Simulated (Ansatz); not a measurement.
# ZnB26As27: the cost of one run

Method: DFT, PBE, plane-wave PAW, default files, scalar-relativistic, as far as a step names no other, in Ansatz 0.2.0.

## (1) The structure to begin with

It takes space group F-43m (No. 216, cubic). The conventional cell has a = 14.331 Å, b = 14.331 Å, c = 14.331 Å, α = 90.00°, β = 90.00°, γ = 90.00°. Zn (site symmetry -43m) is surrounded by 4 As at 2.07 Å. B (site symmetry m) has 4 As at 2.07 Å as nearest neighbours. Around B (site symmetry 3m) lie 4 As at 2.07 Å. Around B (site symmetry 2mm) lie 4 As at 2.07 Å. Around As (site symmetry 3m) lie 1 Zn at 2.07 Å and 3 B at 2.07 Å. Around As (site symmetry 2mm) lie 4 B at 2.07 Å. As (site symmetry m) has 4 B at 2.07 Å as nearest neighbours. Only part of the 10 independent sites is listed.

Coordinates:

```
Zn B As
1.0
     0.00000    7.16550    7.16550
     7.16550    0.00000    7.16550
     7.16550    7.16550    0.00000
Zn B As
1 26 27
Direct
  0.00000 0.00000 0.00000
  0.00000 0.00000 0.33333
  0.00000 0.00000 0.66667
  0.00000 0.33333 0.00000
  0.00000 0.33333 0.33333
  0.00000 0.33333 0.66667
  0.00000 0.66667 0.00000
  0.00000 0.66667 0.33333
  0.00000 0.66667 0.66667
  0.33333 0.00000 0.00000
  0.33333 0.00000 0.33333
  0.33333 0.00000 0.66667
  0.33333 0.33333 0.00000
  0.33333 0.33333 0.33333
  0.33333 0.33333 0.66667
  0.33333 0.66667 0.00000
  0.33333 0.66667 0.33333
  0.33333 0.66667 0.66667
  0.66667 0.00000 0.00000
  0.66667 0.00000 0.33333
  0.66667 0.00000 0.66667
  0.66667 0.33333 0.00000
  0.66667 0.33333 0.33333
  0.66667 0.33333 0.66667
  0.66667 0.66667 0.00000
  0.66667 0.66667 0.33333
  0.66667 0.66667 0.66667
  0.08333 0.08333 0.08333
  0.08333 0.08333 0.41667
  0.08333 0.08333 0.75000
  0.08333 0.41667 0.08333
  0.08333 0.41667 0.41667
  0.08333 0.41667 0.75000
  0.08333 0.75000 0.08333
  0.08333 0.75000 0.41667
  0.08333 0.75000 0.75000
  0.41667 0.08333 0.08333
  0.41667 0.08333 0.41667
  0.41667 0.08333 0.75000
  0.41667 0.41667 0.08333
  0.41667 0.41667 0.41667
  0.41667 0.41667 0.75000
  0.41667 0.75000 0.08333
  0.41667 0.75000 0.41667
  0.41667 0.75000 0.75000
  0.75000 0.08333 0.08333
  0.75000 0.08333 0.41667
  0.75000 0.08333 0.75000
  0.75000 0.41667 0.08333
  0.75000 0.41667 0.41667
  0.75000 0.41667 0.75000
  0.75000 0.75000 0.08333
  0.75000 0.75000 0.41667
  0.75000 0.75000 0.75000
```

Atom 1 of the input is the impurity.

## (2) First run, atoms as given

The input, input.yaml:

```yaml
crystal:
  lattice:
    - [0.0, 7.1655, 7.1655]
    - [7.1655, 0.0, 7.1655]
    - [7.1655, 7.1655, 0.0]
  atoms:
    - { symbol: Zn, position: [0.0, 0.0, 0.0] }
    - { symbol: B, position: [0.0, 0.0, 0.3333333333] }
    - { symbol: B, position: [0.0, 0.0, 0.6666666667] }
    - { symbol: B, position: [0.0, 0.3333333333, 0.0] }
    - { symbol: B, position: [0.0, 0.3333333333, 0.3333333333] }
    - { symbol: B, position: [0.0, 0.3333333333, 0.6666666667] }
    - { symbol: B, position: [0.0, 0.6666666667, 0.0] }
    - { symbol: B, position: [0.0, 0.6666666667, 0.3333333333] }
    - { symbol: B, position: [0.0, 0.6666666667, 0.6666666667] }
    - { symbol: B, position: [0.3333333333, 0.0, 0.0] }
    - { symbol: B, position: [0.3333333333, 0.0, 0.3333333333] }
    - { symbol: B, position: [0.3333333333, 0.0, 0.6666666667] }
    - { symbol: B, position: [0.3333333333, 0.3333333333, 0.0] }
    - { symbol: B, position: [0.3333333333, 0.3333333333, 0.3333333333] }
    - { symbol: B, position: [0.3333333333, 0.3333333333, 0.6666666667] }
    - { symbol: B, position: [0.3333333333, 0.6666666667, 0.0] }
    - { symbol: B, position: [0.3333333333, 0.6666666667, 0.3333333333] }
    - { symbol: B, position: [0.3333333333, 0.6666666667, 0.6666666667] }
    - { symbol: B, position: [0.6666666667, 0.0, 0.0] }
    - { symbol: B, position: [0.6666666667, 0.0, 0.3333333333] }
    - { symbol: B, position: [0.6666666667, 0.0, 0.6666666667] }
    - { symbol: B, position: [0.6666666667, 0.3333333333, 0.0] }
    - { symbol: B, position: [0.6666666667, 0.3333333333, 0.3333333333] }
    - { symbol: B, position: [0.6666666667, 0.3333333333, 0.6666666667] }
    - { symbol: B, position: [0.6666666667, 0.6666666667, 0.0] }
    - { symbol: B, position: [0.6666666667, 0.6666666667, 0.3333333333] }
    - { symbol: B, position: [0.6666666667, 0.6666666667, 0.6666666667] }
    - { symbol: As, position: [0.0833333333, 0.0833333333, 0.0833333333] }
    - { symbol: As, position: [0.0833333333, 0.0833333333, 0.4166666667] }
    - { symbol: As, position: [0.0833333333, 0.0833333333, 0.75] }
    - { symbol: As, position: [0.0833333333, 0.4166666667, 0.0833333333] }
    - { symbol: As, position: [0.0833333333, 0.4166666667, 0.4166666667] }
    - { symbol: As, position: [0.0833333333, 0.4166666667, 0.75] }
    - { symbol: As, position: [0.0833333333, 0.75, 0.0833333333] }
    - { symbol: As, position: [0.0833333333, 0.75, 0.4166666667] }
    - { symbol: As, position: [0.0833333333, 0.75, 0.75] }
    - { symbol: As, position: [0.4166666667, 0.0833333333, 0.0833333333] }
    - { symbol: As, position: [0.4166666667, 0.0833333333, 0.4166666667] }
    - { symbol: As, position: [0.4166666667, 0.0833333333, 0.75] }
    - { symbol: As, position: [0.4166666667, 0.4166666667, 0.0833333333] }
    - { symbol: As, position: [0.4166666667, 0.4166666667, 0.4166666667] }
    - { symbol: As, position: [0.4166666667, 0.4166666667, 0.75] }
    - { symbol: As, position: [0.4166666667, 0.75, 0.0833333333] }
    - { symbol: As, position: [0.4166666667, 0.75, 0.4166666667] }
    - { symbol: As, position: [0.4166666667, 0.75, 0.75] }
    - { symbol: As, position: [0.75, 0.0833333333, 0.0833333333] }
    - { symbol: As, position: [0.75, 0.0833333333, 0.4166666667] }
    - { symbol: As, position: [0.75, 0.0833333333, 0.75] }
    - { symbol: As, position: [0.75, 0.4166666667, 0.0833333333] }
    - { symbol: As, position: [0.75, 0.4166666667, 0.4166666667] }
    - { symbol: As, position: [0.75, 0.4166666667, 0.75] }
    - { symbol: As, position: [0.75, 0.75, 0.0833333333] }
    - { symbol: As, position: [0.75, 0.75, 0.4166666667] }
    - { symbol: As, position: [0.75, 0.75, 0.75] }
total_charge: -1
kpoints:
  mp_grid: { grid: [2, 2, 2] }
scf:
  occupations: { method: fermi_dirac, width: 0.01 }
hamiltonian:
  xc: pbe
  pseudopotentials: { kind: paw }
output:
  forces: true
  stress: true
  populations: true
  efg:
    quadrupole_moments_barn: { Zn: 0.122, B: 0.04059, As: 0.311 }
    contact_densities: true
  write_density: true
  write_potential: true
  elf: true
  volumetric_format: npy
```

On the command line:

```bash
> ansatz run input.yaml --threads 4 --pin off --max-ram 8192MiB --backend cpu --events-out ev --progress --plain --runs-dir out
```

Q: Estimate wall time and peak memory on 4 threads of Arm Neoverse V1, shared host.

About 31 s, with a peak of 3.2 GiB.
